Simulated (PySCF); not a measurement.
# ClF₆⁺: the energy surface near the minimum

Aim: map the energy of singlet ClF₆⁺ about its PBE0 minimum, with rigid distortions.

Computed with PySCF 2.14.0. Level: PBE0, basis Cl def2-SVP, F def2-SVP, no relativity, density fitting.

**1. Where the work starts**

7 atoms, charge 1, spin multiplicity 1.

Bond lengths: Cl1–F2 1.584 Å, Cl1–F3 1.584 Å, Cl1–F4 1.584 Å, Cl1–F5 1.584 Å, Cl1–F6 1.584 Å, Cl1–F7 1.584 Å. Angles: F2–Cl1–F3 90.0°, F2–Cl1–F4 90.0°, F2–Cl1–F5 90.0°, F2–Cl1–F6 180.0°, F2–Cl1–F7 90.0°, F3–Cl1–F4 90.0°, F3–Cl1–F5 90.0°, F3–Cl1–F6 90.0°, F3–Cl1–F7 180.0°, F4–Cl1–F5 180.0°, F4–Cl1–F6 90.0°, F4–Cl1–F7 90.0°, F5–Cl1–F6 90.0°, F5–Cl1–F7 90.0°, F6–Cl1–F7 90.0°.

```xyz
7
charge 1 multiplicity 1
Cl    0.0000    0.0000    0.0000
F     1.1199   -0.6464    0.9141
F     0.0002    1.2930    0.9141
F    -1.1196   -0.6464    0.9145
F     1.1196    0.6464   -0.9145
F    -1.1199    0.6464   -0.9141
F    -0.0002   -1.2930   -0.9141
```

**2. Breathing scan**

One driver script runs all scans and calls PySCF for each point, on a (75, 302) grid.

On the command line:

```sh
> OMP_NUM_THREADS=2 python axn.py task.json out
```

A rigid scan with PBE0: all bonds to the central atom are scaled together. Each point starts from its neighbour's orbitals, and energies count from the minimum. Dipoles of the ion refer to the centre of mass.

```tsv
scale of all bonds to the centre	energy (kJ/mol)
0.88	566.9
0.92	212.5
0.96	45.1
1.00	0.0
1.04	32.9
1.08	113.5
1.14	281.2
1.22	533.2
1.35	920.0
```

The scan took 72 s on 2 threads of Intel Xeon Platinum 8259CL at 2.50GHz (Skylake/Cascade Lake), shared host.

**3. Stretching one bond**

A rigid scan with PBE0: the bond from Cl to the last atom (F) is scaled and the rest held.

```tsv
scale of one bond	energy (kJ/mol)	dipole size (D)
0.92	31.0	0.46
0.96	6.8	0.22
1.00	0.0	0.00
1.05	8.0	0.24
1.12	37.3	0.50
1.20	83.0	0.71
1.35	175.8	0.87
1.55	282.7	0.79
1.80	372.3	0.45
2.20	437.2	0.20
```

The scan took 86 s.

A restricted determinant lies too high at long bonds, where the pair should uncouple.

**4. Summary of results**

| quantity | value |
| --- | --- |
| all bonds 4 % longer | 32.9 kJ/mol |
| one bond 20 % longer | 83.0 kJ/mol |

The well is lopsided, 45.1 kJ/mol for 4 % shorter bonds against 32.9 for 4 % longer ones.
